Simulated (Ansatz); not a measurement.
# CH₅FGe (SMILES F[CH2][GeH3]): functionals against CCSD(T) at one geometry

An exercise on one series of results from a longer session: the logs are not shown, and one member is left open.

Program: Ansatz 0.2.0, Gaussian basis. Level of theory: single points in def2-TZVPP. These are calculated values, not measurements.

Cores are frozen in the correlated methods. Filled d shells of the heavier atoms are correlated.

## Where the work starts

SMILES `F[CH2][GeH3]`, 8 atoms, charge 0, spin multiplicity 1.

Atoms are counted from 1 here; the program's logs count them from 0.

Bond lengths: F1–C2 1.393 Å, C2–Ge3 1.940 Å, C2–H4 1.116 Å, C2–H5 1.176 Å, Ge3–H6 1.533 Å, Ge3–H7 1.495 Å, Ge3–H8 1.509 Å. Angles: F1–C2–Ge3 110.5°, F1–C2–H4 106.7°, F1–C2–H5 102.5°, Ge3–C2–H4 115.8°, Ge3–C2–H5 113.7°, H4–C2–H5 106.6°, C2–Ge3–H6 108.9°, C2–Ge3–H7 112.9°, C2–Ge3–H8 111.0°, H6–Ge3–H7 107.7°, H6–Ge3–H8 108.9°, H7–Ge3–H8 107.4°.

Geometry (Å):

```tsv
atom	x (Å)	y (Å)	z (Å)
F1	-1.1891	1.3845	-0.6962
C2	-0.5365	0.1604	-0.8220
Ge3	0.5812	-0.1747	0.7277
H4	-0.0107	0.1777	-1.8067
H5	-1.4315	-0.5944	-0.9314
H6	-0.2965	-0.1592	1.9842
H7	1.2708	-1.5003	0.6714
H8	1.6483	0.8838	0.8651
```

Set-up of the first run:

run/in.yaml

```yaml
crystal:
  periodic: [false, false, false]
  atoms:
    - {symbol: F, position_ang: [-1.189100, 1.384500, -0.696200]}
    - {symbol: C, position_ang: [-0.536500, 0.160400, -0.822000]}
    - {symbol: Ge, position_ang: [0.581200, -0.174700, 0.727700]}
    - {symbol: H, position_ang: [-0.010700, 0.177700, -1.806700]}
    - {symbol: H, position_ang: [-1.431500, -0.594400, -0.931400]}
    - {symbol: H, position_ang: [-0.296500, -0.159200, 1.984200]}
    - {symbol: H, position_ang: [1.270800, -1.500300, 0.671400]}
    - {symbol: H, position_ang: [1.648300, 0.883800, 0.865100]}
basis:
  gaussian: {orbitals: def2-TZVPP}
correlation: {method: ccsd_t}
output: {forces: true}
```

No record of the launch command was kept for these runs.

Among the steps run: CCSD(T)/def2-TZVPP; PBE0-D4/def2-TZVPP; wB97M-V/def2-TZVPP; r2SCAN-D4/def2-TZVPP; PBE-D4/def2-TZVPP; r2SCANh-D4/def2-TZVPP; B97M-V/def2-TZVPP.

One of the session's tables, all rows but one given; the rest of the session is left out.

| method | RMS force component (eV/Å) | angle to CCSD(T) forces (°) | dipole (D) |
| --- | --- | --- | --- |
| CCSD(T) | 0.814 | reference | 1.61 |
| PBE0-D4 | 0.802 | 7.8 | 1.58 |
| wB97M-V | 0.815 | 1.9 | 1.61 |
| r2SCAN-D4 | 0.788 | 2.0 | 1.53 |
| PBE-D4 | 0.766 | 10.4 | 1.45 |
| r2SCANh-D4 | 0.802 | 3.8 | 1.57 |
| B97M-V | ? | ? | ? |

Estimate the missing values for B97M-V.

As computed: RMS force component (eV/Å): 0.827; angle to CCSD(T) forces (°): 5.7; dipole (D): 1.51. In the column «RMS force component (eV/Å)» it is the highest.
